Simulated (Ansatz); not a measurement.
# GePHS+ (doublet): wave-function methods side by side, cc-pVDZ

One table from this session's results is given with a row withheld; the runs are named, their logs left out.

Program: Ansatz 0.2.0, Gaussian basis. Level of theory: cc-pVDZ, core rule «outside noble gas», up to 24 orbitals frozen. These are calculated values, not measurements.

To be run: UHF; CCSD(T) on ROHF; BCCD(T) on ROHF; CISD; CCSDT(Q) on ROHF; CCSDT(Q) on UHF.

21 further runs of the same task are left out: 13 that didn't finish, 8 set aside as unsound or not needed.

**What is computed**

The geometry is a PBE0/def2-TZVP stationary point (not a proven minimum) of the parent state, kept for this charge and spin. No spin-orbit coupling is included. The filled d shell of Ge may be among the frozen orbitals whatever the setting's name suggests; the logs give the count.

4 atoms, charge 1, spin multiplicity 2.

Atoms are counted from 1 here; the program's logs count them from 0.

Bond lengths: P1–Ge2 2.006 Å, Ge2–S3 2.177 Å, S3–H4 1.346 Å. Angles: P1–Ge2–S3 177.1°, Ge2–S3–H4 93.3°.

The first run:

The input, in.yaml:

```yaml
crystal:
  periodic: [false, false, false]
  atoms:
    - {symbol: P, position_ang: [0.000010, -0.297188, 2.626242]}
    - {symbol: Ge, position_ang: [-0.000029, -0.283159, 0.620283]}
    - {symbol: S, position_ang: [0.000006, -0.379449, -1.555017]}
    - {symbol: H, position_ang: [0.000013, 0.959796, -1.691508]}
basis:
  gaussian: {orbitals: cc-pVDZ}
total_charge: 1
magnetization: {spin_polarized: true, initial_magnetization: 1}
hamiltonian: {xc: hf}
output: {orbitals: {seedname: orbitals}}
```

The run is started by

```sh
ansatz run in.yaml --threads 1 --pin off --events-out ev --progress --plain --max-ram 2393MiB
```

Among the steps run: UHF; CCSD(T) on ROHF; BCCD(T) on ROHF; CISD; CCSDT(Q) on ROHF; CCSDT(Q) on UHF.

One table of the session follows, with a row left open; its other results are not shown here.

```
   method  from RCCSDT(Q) (kcal/mol)
     ROHF                    +223.09
     RMP2                     +36.29
    RCCSD                     +12.27
 RCCSD(T)                      +2.19
  BCCD(T)                          ?
   RCCSDT                      +0.94
RCCSDT(Q)                          0
```

**Question.** Estimate the row for BCCD(T).

As computed: from RCCSDT(Q) (kcal/mol): +2.14. In the column «from RCCSDT(Q) (kcal/mol)» it lies between RCCSDT (+0.94) and RCCSD(T) (+2.19).

Not comparable, so not listed: CISD; CCSDT(Q) on UHF (they don't share determinant, frozen orbitals or solution with the rows shown, or repeat one).
